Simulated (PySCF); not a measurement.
**CH6AsB (SMILES CB[AsH2]) at SVWN5/6-31G(d) (spherical functions)**

Aim: the vertical ionisation energy of CH6AsB at SVWN5/6-31G* (spherical functions), from 2 runs. 

The results are computed with PySCF 2.14.0.

## 1. Starting point

The species is CH6AsB (9 atoms), meant as a singlet with charge 0. SMILES: `CB[AsH2]`. The shape comes from GFN2-xTB, which is rough for such elements, and wasn't checked as a minimum. This is one conformer, not always the lowest.

Bond lengths: C1–B2 1.567 Å, B2–As3 2.036 Å, C1–H4 1.093 Å, C1–H5 1.088 Å, C1–H6 1.093 Å, B2–H7 1.174 Å, As3–H8 1.508 Å, As3–H9 1.507 Å. Some angles: C1–B2–As3 119.8°, C1–B2–H7 120.1°, As3–B2–H7 120.2°, B2–C1–H4 110.0°, B2–C1–H5 115.5°, B2–C1–H6 110.4°, B2–As3–H8 92.4°, B2–As3–H9 92.0°, H4–C1–H5 107.7°, H4–C1–H6 104.9°.

## 2. The energy at SVWN5/6-31G(d) (spherical functions)

File calc.py:

```python
from pyscf import gto, dft

mol = gto.M(
    atom='''
C     -0.669400     0.978610    -0.753440
B      0.372700    -0.061900    -0.219080
As    -0.027060    -1.111450     1.478610
H     -1.622760     0.482480    -0.953920
H     -0.378410     1.512160    -1.655940
H     -0.894950     1.721140     0.016000
H      1.377420    -0.239500    -0.800340
H      0.478160    -2.398890     0.876330
H      1.364310    -0.882660     2.011790
''',
    basis='6-31g*',
    max_memory=1860,
    verbose=4,
)

mf = dft.RKS(mol, xc='svwn')
mf.grids.level = 3
mf.conv_tol = 1e-10
mf.kernel()
if not mf.converged:
    mf = mf.newton().run(mf.mo_coeff, mf.mo_occ)

energy = mf.e_tot
print(f'total energy: {energy:.8f} hartree')
```

Command:

```bash
OMP_NUM_THREADS=1 python calc.py
```

Standard output:

```text
PySCF version 2.14.0

[... 79 lines left out ...]
converged SCF energy = -2298.13266046618
total energy: -2298.13266047 hartree
```

Run time: 5.7 s. Hardware: 1 thread of Arm Neoverse V2, shared host; peak memory 0.23 GiB.

## 3. The doublet cation at the same level

File job.py:

```python
from pyscf import gto, dft

mol = gto.M(
    atom='''
C       -0.669400       0.978610      -0.753440
B        0.372700      -0.061900      -0.219080
As      -0.027060      -1.111450       1.478610
H       -1.622760       0.482480      -0.953920
H       -0.378410       1.512160      -1.655940
H       -0.894950       1.721140       0.016000
H        1.377420      -0.239500      -0.800340
H        0.478160      -2.398890       0.876330
H        1.364310      -0.882660       2.011790
''',
    spin=1,
    verbose=4,
    basis='6-31g*',
    charge=1,
    max_memory=1860,
)

ks = dft.UKS(mol)
ks.xc = 'svwn'
ks.conv_tol = 1e-10
ks.grids.level = 3
ks.kernel()
if not ks.converged:
    ks = ks.newton().run(ks.mo_coeff, ks.mo_occ)

e_tot = ks.e_tot
print('E(%s) = %.9f' % ('SVWN5', e_tot))
```

Command:

```bash
OMP_NUM_THREADS=1 python job.py
```

Standard output:

```text
PySCF version 2.14.0

[... 113 lines left out ...]
converged SCF energy = -2297.79460989099  <S^2> = 0.75116134  2S+1 = 2.001161
E(SVWN5) = -2297.794609891
```

It took 11 s on 1 thread of Arm Neoverse V2, shared host; peak memory 0.24 GiB.

## 4. Summary of results

Level: SVWN5/6-31G* (spherical functions).

| quantity | value |
| --- | --- |
| singlet CH6AsB: total energy | -2298.13266 Eh |
| singlet CH6AsB: dipole moment | 1.32 D |
| singlet CH6AsB: HOMO energy | -5.88 eV |
| singlet CH6AsB: LUMO energy | -2.63 eV |
| singlet CH6AsB: HOMO–LUMO gap | 3.25 eV |
| doublet cation: total energy | -2297.79461 Eh |
| doublet cation: HOMO energy (highest over α and β) | -13.24 eV |
| doublet cation: LUMO energy (lowest over α and β) | -12.46 eV |
| doublet cation: ⟨S²⟩ | 0.751 |
| vertical ionisation energy (to the doublet cation) | 9.199 eV |

What this shows: The vertical ionisation energy comes to 9.20 eV (888 kJ/mol). The negative HOMO energy of the first species, 5.88 eV, lies 3.32 eV below that difference.
